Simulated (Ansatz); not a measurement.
**C₂H₆OSSi: a ladder of functionals and wavefunction methods**

An exercise on one series of results from a longer session: the logs are not shown, and one member is left open.

The runs use Ansatz 0.2.0, Gaussian basis; functionals in def2-TZVPP, the program's frozen cores in correlated methods.

Plan: PBE-D4, r2SCAN-D4, PBE0-D4, B3LYP-D4, ωB97X-V, ωB97M-V, B2PLYP; CCSD(T)/def2-TZVPP; MP2/def2-QZVPP; extrapolation to the limit.

### The geometry

An earlier PBE0-D4 in a triple-zeta def2 set relaxation fixed the geometry.

SMILES `O=C[SiH2]CS`, 11 atoms, charge 0, spin multiplicity 1.

Atoms are counted from 1 here; the program's logs count them from 0.

Bond lengths: O1–C2 1.207 Å, C2–Si3 1.926 Å, C2–H6 1.117 Å, Si3–C4 1.869 Å, Si3–H7 1.485 Å, Si3–H8 1.493 Å, C4–S5 1.817 Å, C4–H9 1.092 Å, C4–H10 1.093 Å, S5–H11 1.343 Å. Angles: O1–C2–Si3 122.8°, O1–C2–H6 118.9°, Si3–C2–H6 118.4°, C2–Si3–C4 109.4°, C2–Si3–H7 108.4°, C2–Si3–H8 105.5°, C4–Si3–H7 111.6°, C4–Si3–H8 112.8°, H7–Si3–H8 108.8°, Si3–C4–S5 110.6°, Si3–C4–H9 112.5°, Si3–C4–H10 109.7°, S5–C4–H9 110.7°, S5–C4–H10 105.8°, H9–C4–H10 107.2°, C4–S5–H11 96.1°.

As a file:

| atom | x (Å) | y (Å) | z (Å) |
| --- | --- | --- | --- |
| O1 | -1.8388 | -0.1902 | 1.1357 |
| C2 | -0.7781 | 0.2146 | 1.5464 |
| Si3 | 0.7407 | 0.5074 | 0.3989 |
| C4 | 0.3072 | -0.0013 | -1.3464 |
| S5 | -0.1188 | -1.7662 | -1.4108 |
| H6 | -0.6758 | 0.4512 | 2.6331 |
| H7 | 1.8866 | -0.2759 | 0.9276 |
| H8 | 1.0562 | 1.9617 | 0.5163 |
| H9 | -0.4953 | 0.6045 | -1.7710 |
| H10 | 1.1797 | 0.1182 | -1.9931 |
| H11 | -1.1981 | -1.6811 | -0.6159 |

The first run:

File in.yaml:

```yaml
crystal:
  periodic: [false, false, false]
  atoms:
    - {symbol: O, position_ang: [-1.838772, -0.190156, 1.135667]}
    - {symbol: C, position_ang: [-0.778131, 0.214582, 1.546444]}
    - {symbol: Si, position_ang: [0.740707, 0.507422, 0.398889]}
    - {symbol: C, position_ang: [0.307227, -0.001340, -1.346380]}
    - {symbol: S, position_ang: [-0.118834, -1.766210, -1.410832]}
    - {symbol: H, position_ang: [-0.675796, 0.451238, 2.633077]}
    - {symbol: H, position_ang: [1.886612, -0.275905, 0.927607]}
    - {symbol: H, position_ang: [1.056157, 1.961684, 0.516279]}
    - {symbol: H, position_ang: [-0.495328, 0.604549, -1.770964]}
    - {symbol: H, position_ang: [1.179691, 0.118213, -1.993150]}
    - {symbol: H, position_ang: [-1.198131, -1.681076, -0.615938]}
basis:
  gaussian: {orbitals: def2-TZVPP}
hamiltonian: {xc: pbe, dispersion: d4}
output: {forces: true, orbitals: {seedname: orbitals}}
```

Command:

```bash
ansatz run in.yaml --threads 4 --pin off --events-out ev --progress --plain --max-ram 10444MiB
```

Steps of the session up to this table: PBE-D4 (GGA); r2SCAN-D4 (meta-GGA); PBE0-D4 (hybrid); B3LYP-D4 (hybrid); ωB97X-V (range-separated); ωB97M-V (range-separated); B2PLYP (double hybrid); CCSD(T) in def2-TZVPP; MP2 in def2-QZVPP.

One table of the session follows, with a row left open; its other results are not shown here.

It belongs to the step «Atomisation energies». 

| method | atomisation energy (eV) |
| --- | --- |
| PBE-D4 | 41.673 |
| r2SCAN-D4 | 40.905 |
| PBE0-D4 | 40.812 |
| B3LYP-D4 | 40.748 |
| ωB97X-V | 41.009 |
| ωB97M-V | 40.988 |
| B2PLYP | 40.253 |
| HF/def2-TZVPP | ? |
| MP2/def2-TZVPP | 40.264 |
| CCSD/def2-TZVPP | 38.950 |
| CCSD(T)/def2-TZVPP | 39.651 |
| MP2/CBS | 41.413 |
| CCSD(T)/CBS | 40.800 |

Estimate the missing values for HF/def2-TZVPP.

The run gave: atomisation energy (eV): 29.003. In the column «atomisation energy (eV)» it is the lowest.

To keep in mind: Free atoms (1 O, 2 C, 1 Si, 1 S, 6 H) were run apart at each level; the atomisation energy is their sum less the molecule, without zero-point or spin-orbit terms.
